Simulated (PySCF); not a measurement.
# C2H3IO (acetyl iodide): levels of theory compared

We compute a comparison of 3 runs (PBE0/def2-SVP, MP2/def2-TZVP, CCSD(T)/6-311G**) of C2H3IO (acetyl iodide). Input form: a Python script.

The calculation is run with PySCF 2.14.0.

## (1) The structure to begin with

C2H3IO: 7 atoms, total charge 0, spin state singlet. SMILES: `CC(=O)I`. Geometry: relaxed at GFN2-xTB.

Bond lengths: C1–C2 1.481 Å, C2–O3 1.178 Å, C2–I4 2.189 Å, C1–H5 1.089 Å, C1–H6 1.089 Å, C1–H7 1.089 Å. Angles: C1–C2–O3 129.5°, C1–C2–I4 111.5°, O3–C2–I4 118.9°, C2–C1–H5 109.8°, C2–C1–H6 109.7°, C2–C1–H7 109.9°, H5–C1–H6 109.9°, H5–C1–H7 110.0°, H6–C1–H7 107.5°.

## (2) Energy and gradient at PBE0/def2-SVP (core potential) (run 1)

mol.xyz

```xyz
7
C2H3IO
C      0.271890     0.643780     0.163460
C     -0.023660    -0.799010     0.011940
O      0.557200    -1.731440     0.436600
I     -1.819540    -1.129340    -1.194910
H      1.160660     0.775910     0.779260
H      0.430550     1.090440    -0.817360
H     -0.577100     1.149660     0.621010
```

input.py

```python
import pyscf.grad
from pyscf import gto, dft

mol = gto.M(
    atom='mol.xyz',
    ecp={'I': 'def2-svp'},
    basis='def2-svp',
    spin=0,
    max_memory=1860,
    verbose=4,
)

mf = dft.RKS(mol, xc='pbe0')
mf.grids.level = 5
mf.conv_tol = 1e-10
mf.kernel()
if not mf.converged:
    mf = mf.newton().run(mf.mo_coeff, mf.mo_occ)

etot = mf.e_tot
print('E = %.10f Eh' % etot)
grad = mf.Gradients().kernel()
mf.analyze()
```

Run with:

```console
$ OMP_NUM_THREADS=1 python input.py
```

The program printed:

```text
PySCF version 2.14.0

[... 99 lines left out ...]
Total Energy =                        -450.668053557005919
[... 9 lines left out ...]
MO #3   energy= -10.2740376881706  occ= 2
[... 7 lines left out ...]
MO #11  energy= -1.9206298888706   occ= 2
[... 7 lines left out ...]
MO #19  energy= -0.497761426390424 occ= 2
[... 7 lines left out ...]
MO #27  energy= 0.0700773881682721 occ= 0
[... 7 lines left out ...]
MO #35  energy= 0.396238897021059  occ= 0
[... 7 lines left out ...]
MO #43  energy= 0.584815980124427  occ= 0
[... 7 lines left out ...]
MO #51  energy= 0.901202523383976  occ= 0
[... 7 lines left out ...]
MO #59  energy= 1.56560663975704   occ= 0
[... 7 lines left out ...]
MO #67  energy= 2.08905493214395   occ= 0
[... 7 lines left out ...]
MO #75  energy= 2.91661900767459   occ= 0
[... 7 lines left out ...]
MO #83  energy= 55.8833436269744   occ= 0
[... 54 lines left out ...]
pop of  3 I 6px           0.26478
pop of  3 I 6py           1.04807
pop of  3 I 6pz           1.81970
pop of  3 I 7px           1.37612
pop of  3 I 7py           0.02296
pop of  3 I 7pz           0.00267
pop of  3 I 4dxy          1.75973
pop of  3 I 4dyz          1.75973
pop of  3 I 4dz^2         1.76818
pop of  3 I 4dxz          1.76389
pop of  3 I 4dx2-y2       1.99880
pop of  3 I 5dxy          0.23309
pop of  3 I 5dyz          0.23184
pop of  3 I 5dz^2         0.20871
pop of  3 I 5dxz          0.21939
pop of  3 I 5dx2-y2       0.00192
pop of  4 H 1s            0.86366
pop of  4 H 2s            0.01183
pop of  4 H 2px           0.00114
pop of  4 H 2py           0.00011
pop of  4 H 2pz           0.00058
pop of  5 H 1s            0.84285
pop of  5 H 2s            0.01606
pop of  5 H 2px           0.00017
pop of  5 H 2py           0.00046
pop of  5 H 2pz           0.00096
pop of  6 H 1s            0.84312
pop of  6 H 2s            0.01716
pop of  6 H 2px           0.00074
pop of  6 H 2py           0.00055
pop of  6 H 2pz           0.00032
 ** Mulliken atomic charges  **
charge of    0C =     -0.34699
charge of    1C =     -0.36923
charge of    2O =     -0.31177
charge of    3I =      0.62769
charge of    4H =      0.12268
charge of    5H =      0.13949
charge of    6H =      0.13812
Dipole moment(X, Y, Z, Debye):  0.71626,  2.70087,  0.38958
```

It took 38 s on 1 thread of Intel Xeon at 2.70GHz, shared host; peak memory 0.81 GiB.

## (3) Energy and forces at MP2/def2-TZVP (core potential) (run 2)

job.py

```python
import pyscf.grad
from pyscf import gto, mp

molecule = gto.M(
    atom='''
C      0.271890     0.643780     0.163460
C     -0.023660    -0.799010     0.011940
O      0.557200    -1.731440     0.436600
I     -1.819540    -1.129340    -1.194910
H      1.160660     0.775910     0.779260
H      0.430550     1.090440    -0.817360
H     -0.577100     1.149660     0.621010
''',
    spin=0,
    max_memory=1860,
    ecp={'I': 'def2-svp'},
    basis='def2-tzvp',
    verbose=4,
)

calc0 = molecule.RHF()
calc0.conv_tol = 1e-10
calc0.kernel()
if not calc0.converged:
    calc0 = calc0.newton().run(calc0.mo_coeff, calc0.mo_occ)

pt = mp.MP2(calc0, frozen=7).run()
e_final = pt.e_tot
print(f'total energy: {e_final:.8f} hartree')
grad = pt.Gradients().kernel()
calc0.analyze()
```

Run with:

```console
$ OMP_NUM_THREADS=1 python job.py
```

The program printed:

```text
PySCF version 2.14.0

[... 94 lines left out ...]
One-electron Energy =                -1069.380926341799523
[... 16 lines left out ...]
MO #12  energy= -2.27107826197189  occ= 2
[... 14 lines left out ...]
MO #27  energy= 0.132393650736074  occ= 0
[... 14 lines left out ...]
MO #42  energy= 0.48043236758559   occ= 0
[... 14 lines left out ...]
MO #57  energy= 0.956925484060513  occ= 0
[... 14 lines left out ...]
MO #72  energy= 1.40782314070301   occ= 0
[... 14 lines left out ...]
MO #87  energy= 1.88864776301573   occ= 0
[... 14 lines left out ...]
MO #102 energy= 2.77545654607684   occ= 0
[... 14 lines left out ...]
MO #117 energy= 3.4924850463453    occ= 0
[... 14 lines left out ...]
MO #132 energy= 4.16708971192552   occ= 0
[... 14 lines left out ...]
MO #147 energy= 6.83507228582319   occ= 0
[... 15 lines left out ...]
WARN: Weak orthogonality for localized orbitals 6.970406175970385e-09
[... 133 lines left out ...]
pop of  3 I 4f-2          0.00003
pop of  3 I 4f-1          0.00001
pop of  3 I 4f+0          0.00003
pop of  3 I 4f+1          0.00004
pop of  3 I 4f+2          0.00005
pop of  3 I 4f+3          0.00003
pop of  3 I 5f-3          0.00023
pop of  3 I 5f-2          0.00033
pop of  3 I 5f-1          0.00002
pop of  3 I 5f+0          0.00049
pop of  3 I 5f+1          0.00034
pop of  3 I 5f+2          0.00101
pop of  3 I 5f+3          0.00026
pop of  4 H 1s            0.86866
pop of  4 H 2s            0.00758
pop of  4 H 3s            0.00261
pop of  4 H 2px           0.00110
pop of  4 H 2py           0.00009
pop of  4 H 2pz           0.00053
pop of  5 H 1s            0.85171
pop of  5 H 2s            0.01113
pop of  5 H 3s            0.00274
pop of  5 H 2px           0.00010
pop of  5 H 2py           0.00042
pop of  5 H 2pz           0.00098
pop of  6 H 1s            0.85200
pop of  6 H 2s            0.01152
pop of  6 H 3s            0.00277
pop of  6 H 2px           0.00071
pop of  6 H 2py           0.00052
pop of  6 H 2pz           0.00029
 ** Mulliken atomic charges  **
charge of    0C =     -0.38287
charge of    1C =     -0.41817
charge of    2O =     -0.42064
charge of    3I =      0.83715
charge of    4H =      0.11942
charge of    5H =      0.13291
charge of    6H =      0.13220
Dipole moment(X, Y, Z, Debye):  0.50866,  2.98675,  0.24258
```

Run time: 2.4 min. Hardware: 1 thread of Intel Xeon at 2.70GHz, shared host; peak memory 2 GiB.

## (4) A single-point energy at CCSD(T)/6-311G(d,p) (run 3)

input.xyz

```xyz
7

C      0.271890     0.643780     0.163460
C     -0.023660    -0.799010     0.011940
O      0.557200    -1.731440     0.436600
I     -1.819540    -1.129340    -1.194910
H      1.160660     0.775910     0.779260
H      0.430550     1.090440    -0.817360
H     -0.577100     1.149660     0.621010
```

job.py

```python
from pyscf import gto, scf, cc

molecule = gto.Mole()
molecule.atom = 'input.xyz'
molecule.basis = '6-311g**'
molecule.max_memory = 1860
molecule.verbose = 3
molecule.spin = 0
molecule.build()

myscf = scf.RHF(molecule)
myscf.conv_tol = 1e-10
myscf.kernel()
if not myscf.converged:
    myscf = myscf.newton().run(myscf.mo_coeff, myscf.mo_occ)

mycc = cc.CCSD(myscf, frozen=21)
mycc.kernel()
e_t = mycc.ccsd_t()
e_final = mycc.e_tot + e_t
print(f'total energy: {e_final:.8f} hartree')
myscf.analyze()
```

Run with:

```console
$ OMP_NUM_THREADS=1 python job.py
```

The program printed:

```text
converged SCF energy = -7069.19476295242
[... 5 lines left out ...]
MO #2   energy= -180.860394978532  occ= 2
[... 11 lines left out ...]
MO #14  energy= -24.2816229476854  occ= 2
[... 11 lines left out ...]
MO #26  energy= -2.37186308042684  occ= 2
[... 11 lines left out ...]
MO #38  energy= -0.37415174435521  occ= 2
[... 11 lines left out ...]
MO #50  energy= 0.429430404387682  occ= 0
[... 11 lines left out ...]
MO #62  energy= 0.837359457814334  occ= 0
[... 11 lines left out ...]
MO #74  energy= 1.61614733336884   occ= 0
[... 11 lines left out ...]
MO #86  energy= 2.32476987016113   occ= 0
[... 11 lines left out ...]
MO #98  energy= 3.23819529502373   occ= 0
[... 11 lines left out ...]
MO #110 energy= 4.6774319982787    occ= 0
[... 11 lines left out ...]
MO #122 energy= 29.542943591773    occ= 0
[... 11 lines left out ...]
MO #134 energy= 1912.12574291382   occ= 0
[... 8 lines left out ...]
Dipole moment(X, Y, Z, Debye):  0.61276,  3.04248,  0.31047
```

Run time: 3.2 min. Hardware: 1 thread of Intel Xeon at 2.70GHz, shared host; peak memory 2 GiB.

## (5) The series

```tsv
run	level	integration grid	frozen core orbitals	energy (Eh)	dipole moment (D) of the reference	HOMO energy (eV)	LUMO energy (eV)	wall time
1	PBE0/def2-SVP (core potential)	5	–	-450.668054	2.82	-7.40	-1.14	38 s
2	MP2/def2-TZVP (core potential)	–	7	-450.117635	3.04	-10.18	2.38	2.4 min
3	CCSD(T)/6-311G**	–	21	-7069.929044	3.12	-10.18	2.42	3.2 min
```

## (6) Outcome

```
                                           quantity           value
                                run 3: total energy  -7069.92904 Eh
        run 3: dipole moment (Hartree–Fock density)          3.12 D
         run 3: HOMO energy (Hartree–Fock orbitals)       -10.18 eV
         run 3: LUMO energy (Hartree–Fock orbitals)         2.42 eV
       run 3: HOMO–LUMO gap (Hartree–Fock orbitals)        12.60 eV
run 3: correlation energy (21 core orbitals frozen)      -734.3 mEh
                              run 3: (T) correction      -25.56 mEh
                               run 3: T1 diagnostic           0.013
```

In words: Some runs of one species differ in core potentials or relativity; totals across that change don't compare. In run 3 relativity is left out where basis or elements ask for it. All runs together took 6.2 min, the longest 3.2 min.
